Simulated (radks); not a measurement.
# Ga in [Ar] 3d9 4s2 4p1 5s1: an all-electron calculation

One table from this session's results is given with a row withheld; the runs are named, their logs left out.

Program: radks (a radial shooting solver on a logarithmic mesh, Libxc functionals) version 1. Level of theory: scalar-relativistic Kohn-Sham, LDA (Slater exchange, Perdew-Wang correlation), spin-polarised, spherical densities, point nucleus; open shells are filled with parallel spins first. These are calculated values, not measurements, unless marked.

### Starting point

```
element       : gallium (Z = 31)
charge        : 0
electrons     : 31
configuration : [Ar] 3d9 4s2 4p1 5s1
```

Outer shells as boxes (Hund's rule):

Ga
```
[Ar] core
3d [↑↓][↑↓][↑↓][↑↓][↑ ]
4s [↑↓]
4p [↑ ][  ][  ]
5s [↑ ]
```

The first run:

Input:

```text
Z 31
configuration [Ar] 3d9 4s2 4p1 5s1
relativity scalar-relativistic
functional lda,pw
spin polarised
nucleus point
c 137.035999084
```

One of the session's tables, all rows but one given; the rest of the session is left out.

It belongs to the step «Radial structure». Radial moments (bohr):

```
  level      <r>  outermost maximum (interpolated)  90 % within  nodes
  1s up  0.04867                            0.0318       0.0870      0
1s down  0.04867                            0.0318       0.0870      0
  2s up   0.2183                             0.183        0.338      1
2s down   0.2182                             0.183        0.338      1
  2p up   0.1910                             0.146        0.312      0
2p down   0.1909                             0.146        0.312      0
  3s up   0.6487                             0.564        0.971      2
3s down   0.6493                             0.564        0.972      2
  3p up   0.6725                             0.564         1.03      1
3p down   0.6733                             0.565         1.04      1
  3d up   0.7633                             0.524         1.29      0
3d down   0.7661                             0.525         1.30      0
  4s up    2.086                              1.76         3.12      3
4s down    2.092                              1.76         3.13      3
  4p up    2.662                              2.14         4.11      2
4p down        ?                                 ?            ?      ?
  5s up    6.462                              5.68         9.45      4
5s down    6.971                              5.95         10.4      4
```

Estimate the missing values for 4p down.

**Answer.** <r>: 2.691; outermost maximum (interpolated): 2.14; 90 % within: 4.16; nodes: 2. In the column «<r>» it lies between 4p up (2.662) and 5s up (6.462).
